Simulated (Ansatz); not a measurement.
A run of Ansatz 0.2.0:

The input input.yaml:

```yaml
crystal:
  lattice:
    - [3.55141, 0.0, 0.0]
    - [-1.7757, 3.07561, 0.0]
    - [0.0, 0.0, 25.91362]
  atoms:
    - { symbol: In, position: [0.0, 0.0, 0.32019] }
    - { symbol: O, position: [0.66667, 0.33333, 0.29725] }
kpoints:
  mp_grid: { grid: [9, 9, 1] }
scf:
  occupations: { method: fermi_dirac, width: 0.05 }
hamiltonian:
  xc: pbe
  pseudopotentials: { kind: all_electron, lapw: { basis_error: 0.002 } }
output:
  forces: true
  stress: true
  eigenvalues: true
```

Potentials or basis: all-electron LAPW, scalar-relativistic.

Run with:

```bash
$ ansatz run input.yaml --threads 4 --pin off --max-ram 12288MiB --backend cpu --events-out ev --progress --plain --runs-dir out
```

Hardware: 4 threads of AMD EPYC (Zen 3) (shared host).

Question: How long does it take, and how much memory?

Answer: It took 28 s on 4 threads of AMD EPYC (Zen 3), with other jobs on the host, peak memory 0.93 GiB. Counts: scf iterations 9, plane waves 4279, k points 12, bands 24.
